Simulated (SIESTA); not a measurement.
The system is InAu3.

```
Au In
1.0
     3.16059    0.00000    0.00000
    -1.58029    2.73715    0.00000
     0.00000    0.00000    9.05757
Au In
3 1
Direct
  0.33333 0.66667 0.75160
  0.33333 0.66667 0.24840
  0.66667 0.33333 0.50000
  0.66667 0.33333 0.00000
```

The cell comes from a database or a generator and needn't be the stable form of this composition.

* Program: SIESTA 5.4.2
* Task: single point
* Functional: PBEsol
* Potentials or basis: PseudoDojo 0.4 standard (PBEsol files)
* Basis: DZP (energy shift 0.003 Ry; two zetas on semicore shells)
* Grid cutoff: 800 Ry
* Energy shift: 0.003 Ry
* k mesh: 10 × 10 × 3
* Occupations: fermi-dirac, width 0.05 eV
* Spin: no spin polarisation

On this cell: pressure -6.9 GPa; largest force 0.273 eV/Å; band gap on the k mesh none (metal or under the smearing width).

The same run follows on a disturbed copy (atoms moved at random, drawn with an rms of 0.05 Å):

```
Au In
1.0
     3.16059    0.00000    0.00000
    -1.58029    2.73715    0.00000
     0.00000    0.00000    9.05757
Au In
3 1
Direct
  0.33221 0.67237 0.75019
  0.31082 0.65639 0.24206
  0.66662 0.33734 0.50751
  0.65508 0.33743 0.00299
```

Task: What does the disturbed cell give?

Result: The energy (extrapolated to zero smearing) moves by +16.8 meV/atom; pressure -6.4 GPa; largest force 0.962 eV/Å; band gap on the k mesh none (metal or under the smearing width).

Forces on the atoms (eV/Å):
```
Au  -0.010 -0.003  0.202
Au   0.030  0.054  0.960
Au  -0.025 -0.010 -0.661
In   0.004 -0.044 -0.502
```

Stress tensor (GPa, compression positive):
```
-6.58  0.14  0.01
 0.14 -6.86  0.04
 0.01  0.04 -5.73
```

Caveats: short orbitals over semicore shells can move pressures by several GPa; the basis of atomic orbitals isn't converged, which shifts pressures, moduli and gaps.
